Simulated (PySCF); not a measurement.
# H3NiS3 (Ni(SH)3): the cost of one run

Computed with PySCF 2.14.0 and routines of our own; the level stands in each step. Atoms count from 0.

## 1. The starting structure

7 atoms, charge 0, states of the metal's open shell are computed; geometry from: model geometry, bond lengths from ionic radii.

## 2. Ligand-field states: state-averaged CASSCF

The job: settings as JSON, then the geometry in Å.

```
{"job": {"kind": "lf", "basis": {"metal": "x2c-TZVPall", "ligand": "x2c-SVPall"}, "nevpt": true}, "charge": 0, "metal": "Ni", "open_shell": "d7"}
Ni     0.000000     0.000000     0.000000
S      2.160000     0.000000     0.000000
H      2.410000     1.320000     0.000000
S     -1.080000     1.870615     0.000000
H     -2.348154     1.427121     0.000000
S     -1.080000    -1.870615     0.000000
H     -0.061846    -2.747121     0.000000
```

Method: state-averaged CASSCF of the metal d shell, SC-NEVPT2 on the averaged canonical orbitals, state-interaction spin-orbit coupling.

On the command line:

```sh
$ OMP_NUM_THREADS=1 python lf_run.py task.json out
```

The driver reads the jobs from task.json and runs them one after another.

Q: Estimate the wall time and peak memory of this first job on 1 thread of Arm Neoverse V2, shared host.

About 8 s, with a peak of 0.29 GiB.
